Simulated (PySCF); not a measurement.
**OsNI: relaxation and vibrations of the triplet**

Aim: relax OsNI as a triplet from a B3LYP minimum start, check by its vibrations whether the end is a minimum, and collect its spectrum and constants.

Program: PySCF 2.14.0. Level of theory: B3LYP, basis Os def2-SVP with ECP60, N def2-SVP, I def2-SVP with ECP28, scalar-relativistic core potentials, no spin–orbit coupling, density fitting. These are calculated values, not measurements.

## Step 1: Starting geometry

3 atoms, charge 0, spin multiplicity 3.

Bond lengths: Os1–N2 1.635 Å, Os1–I3 2.610 Å. Angles: N2–Os1–I3 124.0°.

```xyz
3
charge 0 multiplicity 3
Os    0.0000   -0.9584    0.0000
N    -1.4073   -1.7902    0.0000
I     0.1553    1.6473    0.0000
```

## Step 2: The SCF at the typed geometry

The steps below are one call of a driver around PySCF. For each, scf.py gives the equivalent set-up of the SCF; relaxations use the driver's own optimiser. After this first run the driver tries any further starts and a stability analysis.

File scf.py:

```python
from pyscf import gto, scf, dft
mol = gto.M(atom='''
Os     0.000000    -0.958430    -0.000000
N     -1.407310    -1.790210     0.000000
I      0.155290     1.647310     0.000000''',
    basis={'Os': 'def2-SVP', 'N': 'def2-SVP', 'I': 'def2-SVP'},
    ecp={'Os': 'def2-SVP', 'I': 'def2-SVP'},
    charge=0, spin=2)
mf = dft.UKS(mol, xc='B3LYP')
mf.grids.atom_grid = (50, 194)
aux = {'Os': 'def2-universal-JKFIT', 'N': 'def2-universal-JKFIT', 'I': 'def2-universal-JKFIT'}
mf = mf.density_fit(auxbasis=aux)
mf.conv_tol = 1e-08
mf.diis_space = 10
mf.max_cycle = 60
mf.init_guess = 'minao'
mf.verbose = 4
mf.kernel()
```

Command:

```bash
> OMP_NUM_THREADS=2 python axn.py task.json out
```

Log:

```text
init E= -399.702439137834
[... the frontier-level lines of each cycle are left out ...]
cycle= 1 E= -440.062267204957  delta_E= -40.4  |g|= 2.67  |ddm|= 8.54
cycle= 2 E= -426.055169331097  delta_E=   14  |g|= 4.68  |ddm|= 7.89
cycle= 3 E= -442.383743830522  delta_E= -16.3  |g|= 1.11  |ddm|= 6.26
cycle= 4 E= -438.016743312932  delta_E= 4.37  |g|= 2.53  |ddm|= 3.62
cycle= 5 E= -442.870891114273  delta_E= -4.85  |g|= 0.82  |ddm|= 2.85
cycle= 6 E= -442.683747780557  delta_E= 0.187  |g|= 0.996  |ddm|= 1.62
cycle= 7 E= -443.173714257056  delta_E= -0.49  |g|= 0.088  |ddm|= 0.971
cycle= 8 E= -443.177405671108  delta_E= -0.00369  |g|= 0.0361  |ddm|= 0.126
cycle= 9 E= -443.178107922152  delta_E= -0.000702  |g|= 0.0104  |ddm|= 0.0569
cycle= 10 E= -443.178235258183  delta_E= -0.000127  |g|= 0.00375  |ddm|= 0.0275
cycle= 11 E= -443.178264130609  delta_E= -2.89e-05  |g|= 0.0014  |ddm|= 0.0137
cycle= 12 E= -443.178272358333  delta_E= -8.23e-06  |g|= 0.000553  |ddm|= 0.00956
cycle= 13 E= -443.178273273953  delta_E= -9.16e-07  |g|= 0.000381  |ddm|= 0.00248
cycle= 14 E= -443.178273580114  delta_E= -3.06e-07  |g|= 0.000168  |ddm|= 0.00114
cycle= 15 E= -443.178273703834  delta_E= -1.24e-07  |g|= 8.58e-05  |ddm|= 0.00103
cycle= 16 E= -443.178273719606  delta_E= -1.58e-08  |g|= 3.38e-05  |ddm|= 0.00028
cycle= 17 E= -443.178273725311  delta_E= -5.7e-09  |g|= 9.5e-06  |ddm|= 0.000272
Extra cycle  E= -443.178273725602  delta_E= -2.91e-10  |g|= 1.3e-05  |ddm|= 5.27e-05
converged SCF energy = -443.178273725602  <S^2> = 2.0136487  2S+1 = 3.0090854
```

This step, with its further starts and checks, ran for 10 s (2 threads of Arm Neoverse V1, shared host).

Energies from each starting density:

| start | energy (Eh) |
| --- | --- |
| the minimal-basis guess | -443.178274 |
| a thermally smeared density | -443.183455 |
| a smeared PBE density | -443.183455 |

This is not the lowest solution: one lies 13.6 kJ/mol lower, at -443.18346 Eh, and the relaxation starts from that.

## Step 3: B3LYP minimum start, triplet: relaxation

The program finds Cs symmetry in the start, which this walk keeps. Threshold on the gradient: 0.0003 Eh/bohr, with a further test on the energy change.

scf.py: that of step 2 with these lines changed.

```diff
@@ -3,3 +3,3 @@
-Os     0.000000    -0.958430    -0.000000
-N     -1.407310    -1.790210     0.000000
-I      0.155290     1.647310     0.000000''',
+Os    -0.000001    -0.958433     0.000000
+N     -1.407311    -1.790213     0.000000
+I      0.155289     1.647307     0.000000''',
@@ -16 +15,0 @@
-mf.init_guess = 'minao'
```

Energy and gradient, step by step:

| step | energy (Eh) | change (kJ/mol) | largest symmetric gradient (Eh/bohr) |
| --- | --- | --- | --- |
| 0 | -443.183455 | 0.00 | 0.00023 |

The walk took 1.8 s.

It settles in Cs symmetry, 0.0 kJ/mol below the start, after 0 steps: Os–I 2.610 Å, Os–N 1.635 Å; I–Os–N 124.0°.

## Step 4: Is it a minimum? Harmonic modes

On the finer grid the gradient is checked again; gradients at displacements of ±0.02 bohr then give force constants and infrared intensities.

scf.py: that of step 3 with these lines changed.

```diff
@@ -3,3 +3,3 @@
-Os    -0.000001    -0.958433     0.000000
-N     -1.407311    -1.790213     0.000000
-I      0.155289     1.647307     0.000000''',
+Os     0.000256    -0.958698     0.000000
+N     -1.407353    -1.789852     0.000000
+I      0.155075     1.647212     0.000000''',
@@ -10 +10 @@
-mf.grids.atom_grid = (50, 194)
+mf.grids.atom_grid = (75, 302)
@@ -13 +13 @@
-mf.conv_tol = 1e-08
+mf.conv_tol = 1e-10
```

This SCF starts from the last density.

Log of the central SCF (cycles and frontier levels):

```text
init E= -443.183483562984
[... the frontier-level lines of each cycle are left out ...]
cycle= 1 E= -443.183483562944  delta_E= 4e-11  |g|= 1.03e-05  |ddm|= 9.42e-06
cycle= 2 E= -443.183483562105  delta_E= 8.39e-10  |g|= 4.66e-05  |ddm|= 3.76e-05
cycle= 3 E= -443.183483562989  delta_E= -8.84e-10  |g|= 6.51e-07  |ddm|= 3.09e-05
cycle= 4 E= -443.183483562989  delta_E= 2.27e-13  |g|= 2.19e-07  |ddm|= 1.04e-06
Extra cycle  E= -443.18348356299  delta_E= -1.14e-12  |g|= 4.31e-07  |ddm|= 1.3e-06
converged SCF energy = -443.18348356299  <S^2> = 2.012068  2S+1 = 3.0080346
```

The whole step took 44 s.

Geometry: Cs; Os–I 2.611 Å, Os–N 1.635 Å; I–Os–N 124.0°.

Modes, for the most abundant isotopes:

```tsv
symmetry	ω (cm⁻¹)	IR (km/mol)
a'	130	1.1
a'	203	10.9
a'	1160	51.4
```

No imaginary mode, so this is a minimum.

Constants and moments:

| Item | Value |
| --- | --- |
| Dipole moment | 1.51 D |
| Highest occupied level | -6.56 eV |
| Lowest empty level | -4.30 eV |
| Rotational constants | 0.7538, 0.02937, 0.02827 cm⁻¹ |
| Zero-point energy | 8.9 kJ/mol |
| Principal polarisabilities | 51.6, 54.6, 107.5 bohr³ |
| Atomisation energy without zero-point energy | 755 kJ/mol |
| Principal traceless quadrupole moments about the centre of mass | -3.81, 0.18, 3.63 D Å |
| Entropy at 298.15 K and 1 bar (electronic part: spin only) | 326.1 J/(mol K) |
| Heat capacity Cp at 298.15 K | 50.0 J/(mol K) |
| Enthalpy at 298.15 K above 0 K | 13.21 kJ/mol |
| Rotational symmetry number | 1 |
| Spin squared ⟨S²⟩ | 2.012 |

Populations by atom (charges in e):

```
atom  Mulliken  Löwdin  polar tensor  spin (Mulliken)  Mayer order to Os1
 Os1      0.29   -0.22          0.73             1.77                   –
  N2     -0.15    0.09         -0.38             0.07                2.83
  I3     -0.14    0.13         -0.35             0.16                1.23
```

Mulliken populations on Os1 (outside its core potential): s 2.97, p 6.33, d 6.37, f 0.04.

## Step 5: Outcome

```
                                          quantity                                      value
                                           minimum                                triplet, Cs
                                          geometry  Os–I 2.611 Å, Os–N 1.635 Å; I–Os–N 124.0°
                                wavenumbers (cm⁻¹)              130 (a'), 203 (a'), 1160 (a')
                                     dipole moment                                     1.51 D
highest occupied, lowest empty level (either spin)                            -6.56, -4.30 eV
                        polar-tensor charge of Os1                                    +0.73 e
                                 zero-point energy                                 8.9 kJ/mol
                               entropy at 298.15 K                            326.1 J/(mol K)
         atomisation energy (no zero-point energy)                                 755 kJ/mol
                                              ⟨S²⟩                                      2.012
```

The molecule stays Cs, as typed, and the end point is a minimum. In the infrared the band at 1160 cm⁻¹ (a', stretch) leads. Most of the spin sits on Os1 (Mulliken spin 1.77, against 2 for the whole molecule). The first SCF alone would have been 14 kJ/mol too high. Only this shape and spin were tried, so other structures or states may lie lower. One determinant may miss the lowest occupation of an open d or f shell. With an element this heavy the missing spin–orbit coupling can shift these numbers.

The search up to here took 57 s.
